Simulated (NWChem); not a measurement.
**C4H2Cl2Si (SMILES C#C[Si](Cl)(Cl)C#C): levels of theory compared**

Wanted: a comparison of 4 runs (HF/STO-3G, HF/3-21G, B3LYP/6-31G*) of C4H2Cl2Si. 

Program for the calculation: NWChem 7.3.0.

## 1. The system as given

The species is C4H2Cl2Si (9 atoms), meant as a singlet with charge 0. SMILES: `C#C[Si](Cl)(Cl)C#C`. Geometry: relaxed at PBE0-D4/def2-TZVP.

Bond lengths: C1–C2 1.205 Å, C2–Si3 1.804 Å, Si3–Cl4 2.033 Å, Si3–Cl5 2.033 Å, Si3–C6 1.804 Å, C6–C7 1.205 Å, C1–H8 1.066 Å, C7–H9 1.066 Å. Angles: C1–C2–Si3 179.8°, C2–Si3–Cl4 109.2°, C2–Si3–Cl5 109.2°, C2–Si3–C6 110.7°, Cl4–Si3–Cl5 109.2°, Cl4–Si3–C6 109.2°, Cl5–Si3–C6 109.2°, Si3–C6–C7 179.8°, C2–C1–H8 179.9°, C6–C7–H9 179.9°.

## 2. Energy and gradient at HF/STO-3G (run 1)

The input, a.nw:

```
start a
title "C4H2Cl2Si"
memory 2200 mb
charge 0

geometry noautosym nocenter noautoz
  C     0.589300   -2.517800    0.436300
  C     0.420600   -1.439200   -0.073500
  Si    0.166000    0.178600   -0.830600
  Cl   -1.174200    0.004000   -2.349200
  Cl    1.932700    0.855300   -1.574600
  C    -0.459800    1.359500    0.381600
  C    -0.877500    2.145000    1.194000
  H     0.738900   -3.472800    0.886500
  H    -1.247400    2.841000    1.912200
end

basis spherical bse
  * library STO-3G
end

scf
  singlet
  rhf
  thresh 1e-08
  maxiter 80
end

task scf gradient
```

The run is started by

```console
$ nwchem a.nw > a.out
```

Output:

```text
[...]
  functions       =    49
[...]
  wavefunction    = RHF
[...]
         Total SCF energy =  -1345.512144472228
      One-electron energy =  -2743.625120052657
      Two-electron energy =    955.039821066310
 Nuclear repulsion energy =    443.073154514119
        Time for solution =      3.7s
[...]
                         RHF ENERGY GRADIENTS
    atom               coordinates                        gradient
                 x          y          z           x          y          z
   1 C       1.113616  -4.757952   0.824487    0.012200  -0.078192   0.037106
   2 C       0.794819  -2.719694  -0.138895   -0.011732   0.073151  -0.033440
   3 Si      0.313695   0.337505  -1.569606    0.006798   0.007961  -0.035972
   4 Cl     -2.218916   0.007559  -4.439344    0.017280   0.002073   0.020675
   5 Cl      3.652273   1.616283  -2.975563   -0.023184  -0.009017   0.010595
   6 C      -0.868896   2.569082   0.721119    0.028086  -0.053581  -0.053824
   7 C      -1.658235   4.053462   2.256333   -0.030196   0.056726   0.058863
   8 H       1.396319  -6.562640   1.675242   -0.000442   0.003037  -0.001574
   9 H      -2.357244   5.368712   3.613534    0.001188  -0.002158  -0.002429
[...]
```

Run time: 5.4 s. Hardware: 1 thread of Intel Xeon 6975P-C (Granite Rapids), shared host; peak memory 0.097 GiB.

## 3. Energy and forces at HF/3-21G (run 2)

The input, work.nw:

```
echo
start work
memory 2200 mb

geometry units angstroms noautosym nocenter noautoz
  C      0.589300    -2.517800     0.436300
  C      0.420600    -1.439200    -0.073500
  Si     0.166000     0.178600    -0.830600
  Cl    -1.174200     0.004000    -2.349200
  Cl     1.932700     0.855300    -1.574600
  C     -0.459800     1.359500     0.381600
  C     -0.877500     2.145000     1.194000
  H      0.738900    -3.472800     0.886500
  H     -1.247400     2.841000     1.912200
end

basis spherical bse
  * library 3-21G
end

scf
  thresh 1e-08
  maxiter 80
end

task scf gradient
```

The run is started by

```console
$ nwchem work.nw > work.out
```

Output:

```text
[...]
  functions       =    79
[...]
  wavefunction    = RHF
[...]
         Total SCF energy =  -1353.773566456058
      One-electron energy =  -2749.733124702936
      Two-electron energy =    952.886403732760
 Nuclear repulsion energy =    443.073154514119
        Time for solution =      4.1s
[...]
                         RHF ENERGY GRADIENTS
    atom               coordinates                        gradient
                 x          y          z           x          y          z
   1 C       1.113616  -4.757952   0.824487    0.002402  -0.015083   0.007008
   2 C       0.794819  -2.719694  -0.138895   -0.006503   0.040320  -0.018299
   3 Si      0.313695   0.337505  -1.569606    0.006749   0.007900  -0.035704
   4 Cl     -2.218916   0.007559  -4.439344    0.031236   0.004041   0.035573
   5 Cl      3.652273   1.616283  -2.975563   -0.041250  -0.015824   0.017508
   6 C      -0.868896   2.569082   0.721119    0.015422  -0.029526  -0.029463
   7 C      -1.658235   4.053462   2.256333   -0.005729   0.010905   0.011089
   8 H       1.396319  -6.562640   1.675242    0.001558  -0.010009   0.004746
   9 H      -2.357244   5.368712   3.613534   -0.003885   0.007275   0.007542
[...]
```

It took 5.7 s on 1 thread of Intel Xeon 6975P-C (Granite Rapids), shared host; peak memory 0.097 GiB.

Run 3 isn't shown in full; the table further down has it.

## 4. Energy and gradient at B3LYP/6-31G(d) (Cartesian functions) (run 4)

The input, sp.nw:

```
start sp
memory total 2200 mb

geometry units angstrom noautosym nocenter noautoz
 C        0.589300      -2.517800       0.436300
 C        0.420600      -1.439200      -0.073500
 Si       0.166000       0.178600      -0.830600
 Cl      -1.174200       0.004000      -2.349200
 Cl       1.932700       0.855300      -1.574600
 C       -0.459800       1.359500       0.381600
 C       -0.877500       2.145000       1.194000
 H        0.738900      -3.472800       0.886500
 H       -1.247400       2.841000       1.912200
end

basis cartesian
 * library 6-31G*
end

dft
 xc b3lyp
 grid fine
 convergence energy 1e-08
 maxiter 100
 mulliken
end

task dft gradient
```

The run is started by

```console
$ nwchem sp.nw > sp.out
```

Output:

```text
[...]
          Wavefunction type:  closed shell.
          No. of atoms     :     9
          No. of electrons :    74
[...]
          Charge           :     0
          Spin multiplicity:     1
[...]
          AO basis - number of functions:   121
[...]
              XC Information
              --------------
                         B3LYP Method XC Potential
                     Hartree-Fock (Exact) Exchange  0.200
                        Slater Exchange Functional  0.800 local
                    Becke 1988 Exchange Functional  0.720 non-local
              Lee-Yang-Parr Correlation Functional  0.810
                  VWN I RPA Correlation Functional  0.190 local
[...]
 d= 0,ls=0.0,diis     1  -1363.3945803039 -1.81D+03  1.34D-02  1.10D+00     3.3
[...]
 d= 0,ls=0.0,diis    11  -1363.4935991312 -3.27D-10  1.23D-07  2.09D-10    29.2
         Total DFT energy =    -1363.493599131183
      One electron energy =    -2759.937580940418
           Coulomb energy =     1053.234040748415
    Exchange-Corr. energy =      -99.863213453299
 Nuclear repulsion energy =      443.073154514119
[...]
      Total Density - Mulliken Population Analysis
     ---------------------------------------------
    Atom       Charge   Shell Charges
 -----------   ------   -------------------------------------------------------
    1 C    6     6.12   1.99  0.72  1.98  0.58  0.86 -0.00
    2 C    6     6.08   1.99  0.70  2.02  0.78  0.60 -0.02
    3 Si  14    13.65   2.00  1.99  5.96  1.07  1.89  0.06  0.38  0.30
    4 Cl  17    17.18   2.00  1.99  5.97  1.46  3.66  0.54  1.59 -0.03
    5 Cl  17    17.18   2.00  1.99  5.97  1.46  3.66  0.54  1.59 -0.03
    6 C    6     6.08   1.99  0.70  2.02  0.78  0.60 -0.02
    7 C    6     6.12   1.99  0.72  1.98  0.58  0.86 -0.00
    8 H    1     0.79   0.51  0.28
    9 H    1     0.79   0.51  0.28
[...]
  wavefunction    = closed shell
                         DFT ENERGY GRADIENTS
    atom               coordinates                        gradient
                 x          y          z           x          y          z
   1 C       1.113616  -4.757952   0.824487   -0.002307   0.014846  -0.007063
   2 C       0.794819  -2.719694  -0.138895    0.002034  -0.013607   0.006799
   3 Si      0.313695   0.337505  -1.569606    0.002132   0.002475  -0.011252
   4 Cl     -2.218916   0.007559  -4.439344    0.007914   0.000990   0.009224
   5 Cl      3.652273   1.616283  -2.975563   -0.010532  -0.004067   0.004631
   6 C      -0.868896   2.569082   0.721119   -0.005405   0.009914   0.010773
   7 C      -1.658235   4.053462   2.256333    0.005838  -0.010930  -0.011371
   8 H       1.396319  -6.562640   1.675242   -0.000212   0.001382  -0.000672
   9 H      -2.357244   5.368712   3.613534    0.000536  -0.001003  -0.001069
[...]
```

It took 37 s on 1 thread of Intel Xeon 6975P-C (Granite Rapids), shared host; peak memory 0.12 GiB.

## 5. The series

| run | level | iteration cap | module | energy (Eh) | dipole moment (D) | HOMO energy (eV) | LUMO energy (eV) | wall time |
| --- | --- | --- | --- | --- | --- | --- | --- | --- |
| 1 | HF/STO-3G | 80 | scf | -1345.512144 | 3.29 | -9.97 | 6.81 | 5.4 s |
| 2 | HF/3-21G | 80 | scf | -1353.773566 | 4.02 | -11.70 | 2.41 | 5.7 s |
| 3 | B3LYP/6-31G* (spherical functions) | 100 | dft | -1363.481878 | 2.62 | -8.13 | -1.10 | 38 s |
| 4 | B3LYP/6-31G* (Cartesian functions) | 100 | dft | -1363.493599 | 2.62 | -8.13 | -1.10 | 37 s |

## 6. Outcome

```
                       quantity           value
            run 4: total energy  -1363.49360 Eh
           run 4: dipole moment          2.62 D
             run 4: HOMO energy        -8.13 eV
             run 4: LUMO energy        -1.10 eV
           run 4: HOMO–LUMO gap         7.03 eV
run 4: largest force on an atom      0.865 eV/Å
```

**Reading.** The dipole moment (its size) runs from 2.62 D (B3LYP/6-31G*) to 4.02 D (HF/3-21G). The two ends differ in method and basis. The HOMO–LUMO gap runs from 7.03 eV (B3LYP/6-31G*) to 16.78 eV (HF/STO-3G). In run 1 the basis is minimal, so the values are rough. All runs together took 85 s, the longest 38 s.
